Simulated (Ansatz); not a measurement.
# BH2F3 (built from SMILES FB(F)F.[H][H]): search for a transition state

Wanted: the transition state of a four-centre ligand exchange (form B1–H6, F2–H5 and break B1–F2, H5–H6). The guess is relaxed with those distances held, a saddle search follows, and vibrations and two downhill relaxations check it.

The runs use Ansatz 0.2.0, Gaussian basis; PBE0-D4, def2-SVP first, then def2-TZVP.

152 further runs of the same task are left out: 152 set aside as unsound or not needed.

### Step 1. The starting structure

The guess: 6 atoms, charge 0, spin multiplicity 1.

Atoms are counted from 1 here; the program's logs count them from 0.

Bond lengths: B1–F3 1.321 Å, B1–F4 1.321 Å, B1–H6 1.303 Å. Angles: F3–B1–F4 119.3°, F3–B1–H6 112.5°, F4–B1–H6 112.5°.

Geometry (Å):

```
B    -0.1783   -0.1299   -0.2878
F     0.3931   -0.5393    1.1555
F     0.4875   -0.8453   -1.1770
F    -1.4933   -0.2418   -0.2212
H     0.5723    0.6461    0.7789
H     0.2188    1.1102   -0.2484
```

Distances that are to change: B1–H6 1.30 Å, F2–H5 1.26 Å, B1–F2 1.61 Å, H5–H6 1.18 Å.

### Step 2. Relaxing the guess with the reacting distances held

The input, hold/in.yaml:

```yaml
crystal:
  periodic: [false, false, false]
  atoms:
    - {symbol: B, position_ang: [-0.178300, -0.129900, -0.287800]}
    - {symbol: F, position_ang: [0.393100, -0.539300, 1.155500]}
    - {symbol: F, position_ang: [0.487500, -0.845300, -1.177000]}
    - {symbol: F, position_ang: [-1.493300, -0.241800, -0.221200]}
    - {symbol: H, position_ang: [0.572300, 0.646100, 0.778900]}
    - {symbol: H, position_ang: [0.218800, 1.110200, -0.248400]}
basis:
  gaussian: {orbitals: def2-SVP}
hamiltonian: {xc: pbe0, dispersion: d4}
relax: {f_tol: 0.04, max_steps: 150, escape_saddle: false, constraints: [{distance: [0, 5]}, {distance: [1, 4]}, {distance: [0, 1]}, {distance: [4, 5]}]}
```

Started as:

```bash
$ ansatz run in.yaml --threads 2 --pin off --events-out ev --progress --plain --max-ram 4352MiB
```

Standard output, shortened:

```text
Functional definition: PBE0
  name "PBE0"
  cite "Adamo & Barone, J. Chem. Phys. 110, 6158 (1999) doi:10.1063/1.478522"
  cite "Perdew, Burke & Ernzerhof, Phys. Rev. Lett. 77, 3865 (1996) doi:10.1103/PhysRevLett.77.3865"
  parent pbe
[...]
698 factors; integrals over basis functions are off by at most 3.3e-4 eV
[...]
mean field -8845.90485742 eV, -325.0810075404 hartree, gradient 4.4e-5 eV, S^2 0.000000; 0 other end points of the search recorded, 0 dependent functions left out
[...]
reference -8845.90487616 eV, -325.0810082291 hartree; 17, 17 occupied and 49, 49 virtual orbitals, 698 factors
relax step   1: F+E_penalty+E_count = -8845.95316415 eV  Δ(F+E_penalty+E_count) = +0.000e0 eV  max|allowed force component| = 4.166e-1 eV/Å  Δτ_max = 0.0000 Å  (25 SCF iters, accepted)
[...]
relax step   2: F+E_penalty+E_count = -8845.97769987 eV  Δ(F+E_penalty+E_count) = -2.454e-2 eV  max|allowed force component| = 7.267e-2 eV/Å  Δτ_max = 0.0315 Å  (29 SCF iters, accepted)
[...]
relax step   3: F+E_penalty+E_count = -8845.97807938 eV  Δ(F+E_penalty+E_count) = -3.795e-4 eV  max|allowed force component| = 2.620e-2 eV/Å  Δτ_max = 0.0029 Å  (23 SCF iters, accepted)
  distance B 0 - H 5 held at 1.302724 Å   reaction = -8.5682e-1 eV/Å
  distance F 1 - H 4 held at 1.256628 Å   reaction = +1.5812e0 eV/Å
  distance B 0 - F 1 held at 1.605373 Å   reaction = +4.0734e-1 eV/Å
  distance H 4 - H 5 held at 1.181396 Å   reaction = +1.3553e0 eV/Å
698 factors; integrals over basis functions are off by at most 3.4e-4 eV
[...]
mean field -8845.92988058 eV, -325.0819271248 hartree, gradient 6.5e-6 eV, S^2 0.000000; 1 other end points of the search recorded, 0 dependent functions left out
[...]
reference -8845.92989923 eV, -325.0819278102 hartree; 17, 17 occupied and 49, 49 virtual orbitals, 698 factors
Total energy: -8845.97809804 eV, -325.0836990835 hartree
Atom 0 at    -0.176652    -0.153923    -0.269102 Å, force    -0.102491    -0.908034     0.364626 eV/Å
Atom 1 at     0.405616    -0.533736     1.177939 Å, force     0.060508     1.573013    -0.868342 eV/Å
Atom 2 at     0.492924    -0.828064    -1.195918 Å, force     0.026199    -0.005129    -0.005999 eV/Å
Atom 3 at    -1.501878    -0.220188    -0.233530 Å, force    -0.018982     0.008971     0.015885 eV/Å
Atom 4 at     0.571265     0.645517     0.776643 Å, force    -0.633607    -0.985065    -0.692357 eV/Å
Atom 5 at     0.208824     1.090394    -0.256032 Å, force     0.668373     0.316245     1.186187 eV/Å
Dipole moment:     0.213701     0.446606     0.160814 e Å
```

It took 3.8 s on 2 threads of Arm Neoverse V1, shared host.

Step by step:

| step | energy from step 1 (eV) | largest force component (eV/Å) |
| --- | --- | --- |
| 1 | 0.0000 | 0.4166 |
| 2 | -0.0245 | 0.0727 |
| 3 | -0.0249 | 0.0262 |

Close pairs (by a distance rule), those that changed most:

| bond | before (Å) | after (Å) | change (Å) |
| --- | --- | --- | --- |
| B1–F3 | 1.321 | 1.327 | +0.006 |
| B1–F4 | 1.321 | 1.327 | +0.006 |
| B1–H6 | 1.303 | 1.303 | +0.000 |

### Step 3. Force constants to start from

The input, hessian/in.yaml:

```yaml
crystal:
  periodic: [false, false, false]
  atoms:
    - {symbol: B, position_ang: [-0.176652, -0.153923, -0.269102]}
    - {symbol: F, position_ang: [0.405616, -0.533736, 1.177939]}
    - {symbol: F, position_ang: [0.492924, -0.828064, -1.195918]}
    - {symbol: F, position_ang: [-1.501878, -0.220188, -0.233530]}
    - {symbol: H, position_ang: [0.571265, 0.645517, 0.776643]}
    - {symbol: H, position_ang: [0.208824, 1.090394, -0.256032]}
basis:
  gaussian: {orbitals: def2-SVP}
hamiltonian: {xc: pbe0, dispersion: d4}
phonons: {}
scf: {lower_state_search: off}
```

Started as:

```bash
$ ansatz run in.yaml --threads 2 --pin off --events-out ev --progress --plain --max-ram 4352MiB
```

Standard output, shortened:

```text
[... 5 set-up lines as earlier in the session ...]
[...]
695 factors; integrals over basis functions are off by at most 3.4e-4 eV
[...]
mean field -8845.92987061 eV, -325.0819267584 hartree, gradient 6.4e-6 eV, S^2 0.000000; 0 other end points of the search recorded, 0 dependent functions left out
[...]
reference -8845.92988927 eV, -325.0819274439 hartree; 17, 17 occupied and 49, 49 virtual orbitals, 695 factors
[... from here to the last solve, the lines of the solves are left out (35 solves) ...]
695 factors; integrals over basis functions are off by at most 3.4e-4 eV
mean field -8845.92689213 eV, -325.0818173013 hartree, gradient 1.2e-6 eV, S^2 0.000000; 0 other end points of the search recorded, 0 dependent functions left out
[...]
WARN: phonons: modes at or below zero, which the zero-point energy, F, S and C_V leave out: 1, the lowest at -1480.17 cm⁻¹. A minimum has none, and a first-order saddle one
Total energy: -8845.97808807 eV, -325.0836987171 hartree
Atom 0 at    -0.176652    -0.153923    -0.269102 Å, force    -0.102493    -0.908074     0.364640 eV/Å
Atom 1 at     0.405616    -0.533736     1.177939 Å, force     0.060525     1.573041    -0.868326 eV/Å
Atom 2 at     0.492924    -0.828064    -1.195918 Å, force     0.026178    -0.005107    -0.005997 eV/Å
Atom 3 at    -1.501878    -0.220188    -0.233530 Å, force    -0.018968     0.008977     0.015864 eV/Å
Atom 4 at     0.571265     0.645517     0.776643 Å, force    -0.633622    -0.985096    -0.692372 eV/Å
Atom 5 at     0.208824     1.090394    -0.256032 Å, force     0.668380     0.316258     1.186192 eV/Å
Dipole moment:     0.213702     0.446607     0.160814 e Å
Vibrations: -1480.17 363.70 405.46 569.39 813.56 864.31 1091.06 1238.62 1272.17 1448.56 1779.77 2278.83 cm⁻¹, zero-point energy 0.751681 eV
Checks for a lower state left out: stability, starts, cluster_reference, orbital_swaps, neighbouring_geometries, increment
```

Wall time 22 s (2 threads of Arm Neoverse V1, shared host).

The structure is not stationary yet, so these wavenumbers are no spectrum; the search needs only the force constants.

### Step 4. Saddle search in the small basis

The search itself is an outer loop (partitioned rational-function steps, Bofill update of the Hessian). Each step is one single-point run with forces. It stops when the largest force is under 0.04 eV/Å and the followed curvature is negative. The first step's input:

The input, presaddle/in.yaml:

```yaml
crystal:
  periodic: [false, false, false]
  atoms:
    - {symbol: B, position_ang: [-0.176652, -0.153923, -0.269102]}
    - {symbol: F, position_ang: [0.405616, -0.533736, 1.177939]}
    - {symbol: F, position_ang: [0.492924, -0.828064, -1.195918]}
    - {symbol: F, position_ang: [-1.501878, -0.220188, -0.233530]}
    - {symbol: H, position_ang: [0.571265, 0.645517, 0.776643]}
    - {symbol: H, position_ang: [0.208824, 1.090394, -0.256032]}
basis:
  gaussian: {orbitals: def2-SVP}
hamiltonian: {xc: pbe0, dispersion: d4}
output: {forces: true}
scf: {lower_state_search: off}
```

Started as:

```bash
$ ansatz run in.yaml --threads 2 --pin off --events-out ev --progress --plain --max-ram 4352MiB
```

The driver's record:

| step | energy (eV) | largest force (eV/Å) | followed curvature (eV/Å²) |
| --- | --- | --- | --- |
| 1 | -8845.97808 | 1.5731 | -17.60 |
| 2 | -8846.15999 | 0.5773 | -17.34 |
| 3 | -8846.17048 | 0.0932 | -17.25 |
| 4 | -8846.17106 | 0.0090 | -16.90 |

The 4 steps took 2.6 s in all (2 threads of Arm Neoverse V1, shared host).

### Step 5. Saddle search in triple zeta

The search itself is an outer loop (partitioned rational-function steps, Bofill update of the Hessian). Each step is one single-point run with forces. It stops when the largest force is under 0.01 eV/Å and the followed curvature is negative. The first step's input:

The input, saddle/in.yaml:

```yaml
crystal:
  periodic: [false, false, false]
  atoms:
    - {symbol: B, position_ang: [-0.189504, -0.162572, -0.290179]}
    - {symbol: F, position_ang: [0.422978, -0.452988, 1.162924]}
    - {symbol: F, position_ang: [0.485419, -0.845053, -1.201417]}
    - {symbol: F, position_ang: [-1.509912, -0.237038, -0.238864]}
    - {symbol: H, position_ang: [0.540475, 0.597509, 0.742927]}
    - {symbol: H, position_ang: [0.250643, 1.100142, -0.175391]}
basis:
  gaussian: {orbitals: def2-TZVP}
hamiltonian: {xc: pbe0, dispersion: d4}
output: {forces: true}
scf: {lower_state_search: off}
```

Started as:

```bash
$ ansatz run in.yaml --threads 2 --pin off --events-out ev --progress --plain --max-ram 4352MiB
```

Step by step:

| step | energy (eV) | largest force (eV/Å) | followed curvature (eV/Å²) |
| --- | --- | --- | --- |
| 1 | -8856.90746 | 0.0916 | -16.90 |
| 2 | -8856.90801 | 0.0223 | -17.28 |
| 3 | -8856.90803 | 0.0034 | -16.20 |

The 3 steps took 3.7 s in all (2 threads of Arm Neoverse V1, shared host).

The point found:

```xyz
6
BF3H2
B    -0.1896   -0.1610   -0.2915
F     0.4256   -0.4507    1.1670
F     0.4856   -0.8432   -1.2023
F    -1.5097   -0.2352   -0.2397
H     0.5387    0.5962    0.7401
H     0.2496    1.0938   -0.1736
```

Followed mode, largest move set to 1: H5 (0.13, -0.69, 0.71); B1 (-0.12, 0.46, -0.53); F2 (0.24, 0.47, 0.20); H6 (-0.21, -0.10, -0.37).

### Step 6. Vibrations at the point found

The input, vib/in.yaml:

```yaml
crystal:
  periodic: [false, false, false]
  atoms:
    - {symbol: B, position_ang: [-0.189645, -0.160979, -0.291475]}
    - {symbol: F, position_ang: [0.425625, -0.450727, 1.166982]}
    - {symbol: F, position_ang: [0.485555, -0.843163, -1.202284]}
    - {symbol: F, position_ang: [-1.509744, -0.235157, -0.239749]}
    - {symbol: H, position_ang: [0.538734, 0.596247, 0.740110]}
    - {symbol: H, position_ang: [0.249574, 1.093778, -0.173585]}
basis:
  gaussian: {orbitals: def2-TZVP}
hamiltonian: {xc: pbe0, dispersion: d4}
phonons: {temperatures: {t_min: 298.15, t_max: 900, t_step: 200}}
```

Started as:

```bash
$ ansatz run in.yaml --threads 2 --pin off --events-out ev --progress --plain --max-ram 4352MiB
```

Standard output, shortened:

```text
[... 5 set-up lines as earlier in the session ...]
[...]
725 factors; their error is unknown
[...]
mean field -8856.85980247 eV, -325.4835943457 hartree, gradient 4.4e-5 eV, S^2 0.000000; 0 other end points of the search recorded, 0 dependent functions left out
[...]
reference -8856.85982683 eV, -325.4835952410 hartree; 17, 17 occupied and 119, 119 virtual orbitals, 725 factors
[... from here to the last solve, the lines of the solves are left out (21 solves) ...]
725 factors; their error is unknown
mean field -8856.85977866 eV, -325.4835934704 hartree, gradient 2.5e-6 eV, S^2 0.000000; 0 other end points of the search recorded, 0 dependent functions left out
[...]
reference -8856.85980302 eV, -325.4835943657 hartree; 17, 17 occupied and 119, 119 virtual orbitals, 725 factors
WARN: phonons: modes at or below zero, which the zero-point energy, F, S and C_V leave out: 1, the lowest at -1212.61 cm⁻¹. A minimum has none, and a first-order saddle one
Total energy: -8856.90803251 eV, -325.4853667668 hartree
Atom 0 at    -0.189645    -0.160979    -0.291475 Å, force     0.000623     0.000982     0.000670 eV/Å
Atom 1 at     0.425625    -0.450727     1.166982 Å, force     0.000103     0.001907    -0.000991 eV/Å
Atom 2 at     0.485555    -0.843163    -1.202284 Å, force     0.000392    -0.000094    -0.000044 eV/Å
Atom 3 at    -1.509744    -0.235157    -0.239749 Å, force    -0.000274     0.000110     0.000278 eV/Å
Atom 4 at     0.538734     0.596247     0.740110 Å, force    -0.000116    -0.003346     0.001873 eV/Å
Atom 5 at     0.249574     1.093778    -0.173585 Å, force    -0.000727     0.000441    -0.001786 eV/Å
Dipole moment:     0.180005     0.369517     0.139730 e Å
Vibrations: -1212.61 327.04 397.11 545.48 724.47 944.32 1104.53 1160.15 1395.08 1438.15 1967.51 2232.46 cm⁻¹, zero-point energy 0.758554 eV
```

It took 29 s on 2 threads of Arm Neoverse V1, shared host.

The modes, with what each moves most:

| mode | wavenumber (cm⁻¹) | character |
| --- | --- | --- |
| 1 | 1213i | changes B1–H6, F2–H5, H5–H6 |
| 2 | 327 | not assigned (largely outside the bonds, angles and torsions drawn) |
| 3 | 397 | not assigned (largely outside the bonds, angles and torsions drawn) |
| 4 | 545 | bend |
| 5 | 724 | bend |
| 6 | 944 | F–H stretch with bend |
| 7 | 1105 | B–F stretch |
| 8 | 1160 | not assigned (largely outside the bonds, angles and torsions drawn) |
| 9 | 1395 | not assigned (largely outside the bonds, angles and torsions drawn) |
| 10 | 1438 | B–F stretch |
| 11 | 1968 | not assigned (largely outside the bonds, angles and torsions drawn) |
| 12 | 2232 | not assigned (largely outside the bonds, angles and torsions drawn) |

Vibrational sums (real modes only):

| T (K) | entropy (J/mol/K) | heat capacity (J/mol/K) |
| --- | --- | --- |
| 298 | 14.0 | 25.9 |
| 498 | 32.3 | 46.0 |
| 698 | 50.2 | 60.0 |
| 898 | 66.5 | 69.1 |

### Step 7. Relaxing after a step of 0.30 Å one way along the mode

The input, downa/in.yaml:

```yaml
crystal:
  periodic: [false, false, false]
  atoms:
    - {symbol: B, position_ang: [-0.224783, -0.024260, -0.450670]}
    - {symbol: F, position_ang: [0.496954, -0.309578, 1.225687]}
    - {symbol: F, position_ang: [0.486499, -0.865724, -1.207226]}
    - {symbol: F, position_ang: [-1.524200, -0.253020, -0.237284]}
    - {symbol: H, position_ang: [0.579091, 0.389869, 0.954071]}
    - {symbol: H, position_ang: [0.186539, 1.062713, -0.284578]}
basis:
  gaussian: {orbitals: def2-TZVP}
hamiltonian: {xc: pbe0, dispersion: d4}
relax: {f_tol: 0.005, max_steps: 200}
```

Started as:

```bash
$ ansatz run in.yaml --threads 2 --pin off --events-out ev --progress --plain --max-ram 4352MiB
```

Standard output, shortened:

```text
[... 5 set-up lines as earlier in the session ...]
[...]
725 factors; their error is unknown
[...]
mean field -8855.68392903 eV, -325.4403817938 hartree, gradient 2.9e-5 eV, S^2 0.000000; 0 other end points of the search recorded, 0 dependent functions left out
[...]
reference -8855.68395291 eV, -325.4403826711 hartree; 17, 17 occupied and 119, 119 virtual orbitals, 725 factors
relax step   1: F+E_penalty+E_count = -8855.73109065 eV  Δ(F+E_penalty+E_count) = +0.000e0 eV  max|allowed force component| = 1.869e1 eV/Å  Δτ_max = 0.0000 Å  (24 SCF iters, accepted)
[...]
725 factors; their error is unknown
[...]
mean field -8857.73853569 eV, -325.5158871958 hartree, gradient 5.3e-5 eV, S^2 0.000000; 1 other end points of the search recorded, 0 dependent functions left out
[...]
reference -8857.73856105 eV, -325.5158881277 hartree; 17, 17 occupied and 119, 119 virtual orbitals, 725 factors
Total energy: -8857.78290203 eV, -325.5175176288 hartree
Atom 0 at    -0.395734     0.013518    -0.828897 Å, force     0.000067    -0.000070     0.000230 eV/Å
Atom 1 at     0.628660    -0.323340     1.507561 Å, force    -0.000286    -0.000350    -0.000365 eV/Å
Atom 2 at     0.358509    -0.916816    -1.370775 Å, force    -0.000002    -0.000051     0.000045 eV/Å
Atom 3 at    -1.601617    -0.319564    -0.425243 Å, force     0.000024    -0.000053     0.000025 eV/Å
Atom 4 at     1.040994     0.398326     1.906076 Å, force     0.000221     0.000271     0.000273 eV/Å
Atom 5 at    -0.030713     1.147876    -0.788722 Å, force    -0.000024     0.000251    -0.000208 eV/Å
Dipole moment:     0.274155     0.459083     0.278176 e Å
```

Wall time 28 s (2 threads of Arm Neoverse V1, shared host).

Along the way:

| step | energy from step 1 (eV) | largest force component (eV/Å) |
| --- | --- | --- |
| 1 | 0.0000 | 18.6919 |
| 2 | -1.6708 | 1.6360 |
| 3 | -1.7811 | 1.9714 |
| 4 | -1.9035 | 1.4085 |
| 5 | -2.0074 | 0.3886 |
| 6 | -2.0383 | 0.3067 |
| 7 | -2.0375 | 0.9671 |
| 8 | -2.0483 | 0.0941 |
| 9 | -2.0507 | 0.2051 |
| 10 | -2.0501 | 0.1481 |
| 11 | -2.0516 | 0.0535 |
| 12 | -2.0518 | 0.0033 |
| 13 | -2.0518 | 0.0119 |
| 14 | -2.0518 | 0.0207 |
| 15 | -2.0518 | 0.0004 |
| 16 | -2.0518 | 0.0705 |
| 17 | -2.0518 | 0.0004 |

Distances of close pairs at the start and the end, largest changes first:

| bond | before (Å) | after (Å) | change (Å) |
| --- | --- | --- | --- |
| F2–H5 | 0.755 | 0.922 | +0.167 |
| B1–F3 | 1.337 | 1.315 | -0.022 |
| B1–F4 | 1.337 | 1.315 | -0.022 |
| B1–H6 | 1.174 | 1.192 | +0.018 |

### Step 8. Relaxing after a step of 0.30 Å the other way along the mode

The input, downb/in.yaml:

```yaml
crystal:
  periodic: [false, false, false]
  atoms:
    - {symbol: B, position_ang: [-0.154506, -0.297697, -0.132280]}
    - {symbol: F, position_ang: [0.354296, -0.591876, 1.108278]}
    - {symbol: F, position_ang: [0.484612, -0.820602, -1.197341]}
    - {symbol: F, position_ang: [-1.495289, -0.217294, -0.242213]}
    - {symbol: H, position_ang: [0.498377, 0.802625, 0.526148]}
    - {symbol: H, position_ang: [0.312609, 1.124844, -0.062591]}
basis:
  gaussian: {orbitals: def2-TZVP}
hamiltonian: {xc: pbe0, dispersion: d4}
relax: {f_tol: 0.005, max_steps: 200}
```

Started as:

```bash
$ ansatz run in.yaml --threads 2 --pin off --events-out ev --progress --plain --max-ram 4352MiB
```

Standard output, shortened:

```text
[... 5 set-up lines as earlier in the session ...]
[...]
725 factors; their error is unknown
[...]
mean field -8857.53741519 eV, -325.5084961537 hartree, gradient 9.0e-6 eV, S^2 0.000000; 0 other end points of the search recorded, 0 dependent functions left out
[...]
reference -8857.53744014 eV, -325.5084970706 hartree; 17, 17 occupied and 119, 119 virtual orbitals, 725 factors
relax step   1: F+E_penalty+E_count = -8857.58602103 eV  Δ(F+E_penalty+E_count) = +0.000e0 eV  max|allowed force component| = 3.198e0 eV/Å  Δτ_max = 0.0000 Å  (22 SCF iters, accepted)
[...]
725 factors; their error is unknown
[...]
mean field -8858.90398768 eV, -325.5587167666 hartree, gradient 7.3e-5 eV, S^2 0.000000; 1 other end points of the search recorded, 0 dependent functions left out
[...]
reference -8858.90401445 eV, -325.5587177502 hartree; 17, 17 occupied and 119, 119 virtual orbitals, 725 factors
Total energy: -8858.95323315 eV, -325.5605265042 hartree
Atom 0 at    -0.313151    -0.867039    -0.101504 Å, force    -0.000069    -0.000056    -0.000107 eV/Å
Atom 1 at     0.173346    -1.147365     1.084065 Å, force     0.000001    -0.000011     0.000008 eV/Å
Atom 2 at     0.426492    -1.037553    -1.170922 Å, force     0.000048     0.000008     0.000047 eV/Å
Atom 3 at    -1.546237    -0.436421    -0.219278 Å, force     0.000014     0.000018     0.000064 eV/Å
Atom 4 at     0.763191     1.649843     0.539834 Å, force     0.000029     0.000004     0.000058 eV/Å
Atom 5 at     0.496457     1.838535    -0.132194 Å, force    -0.000022     0.000036    -0.000069 eV/Å
Dipole moment:     0.012024     0.032979     0.004094 e Å
```

Wall time 29 s (2 threads of Arm Neoverse V1, shared host).

The steps of the relaxation: (the energy doesn't fall at every step)

| step | energy from step 1 (eV) | largest force component (eV/Å) |
| --- | --- | --- |
| 1 | 0.0000 | 3.1975 |
| 2 | -0.5116 | 1.4199 |
| 3 | -0.8921 | 1.7612 |
| 4 | -1.1923 | 0.9925 |
| 5 | -1.3247 | 0.5259 |
| 6 | -1.3539 | 0.1154 |
| 7 | -1.3620 | 0.2525 |
| 8 | -1.3577 | 0.6343 |
| 9 | -1.3657 | 0.0782 |
| 10 | -1.3665 | 0.0321 |
| 11 | -1.3670 | 0.0040 |
| 12 | -1.3671 | 0.0088 |
| 13 | -1.3659 | 0.2378 |
| 14 | -1.3672 | 0.0038 |
| 15 | -1.3672 | 0.0135 |
| 16 | -1.3668 | 0.0816 |
| 17 | -1.3672 | 0.0001 |

Distances of close pairs at the start and the end, largest changes first:

| bond | before (Å) | after (Å) | change (Å) |
| --- | --- | --- | --- |
| B1–H5 | 1.439 | 2.811 | +1.373 |
| B1–F2 | 1.373 | 1.312 | -0.061 |
| H5–H6 | 0.696 | 0.747 | +0.051 |
| B1–F3 | 1.348 | 1.311 | -0.036 |
| B1–F4 | 1.348 | 1.311 | -0.036 |

### Step 9. What the saddle joins

| pair | start side (Å) | saddle (Å) | end side (Å) |
| --- | --- | --- | --- |
| B1–H6 | 2.824 | 1.335 | 1.192 |
| F2–H5 | 2.910 | 1.136 | 0.922 |
| B1–F2 | 1.312 | 1.609 | 2.573 |
| H5–H6 | 0.747 | 1.080 | 2.995 |

### Step 10. What came out

```
                       quantity                                                   value
                 imaginary mode                                              1213i cm⁻¹
    barrier from the start side                                            197.3 kJ/mol
      barrier from the end side                                             84.4 kJ/mol
             energy of the step                                           +112.9 kJ/mol
              pairs that change  B1–H6 formed, F2–H5 formed, B1–F2 broken, H5–H6 broken
zero-point energy at the saddle                                                0.759 eV
```

**Reading.** The point has a single imaginary mode (1213i cm⁻¹), as a transition state must. Going downhill both ways gives the intended start and end. At PBE0-D4/def2-TZVP the electronic barrier is 197.3 kJ/mol, about 80 kT at 298 K, and the step runs 112.9 kJ/mol uphill. With so stiff a mode tunnelling counts: Wigner's rough correction is a factor of 2.4 at 298 K. A step off the saddle overshot and began above it in energy, so the link to its end is likely but not proven. The ends are the nearest minima, not always the lowest complexes.
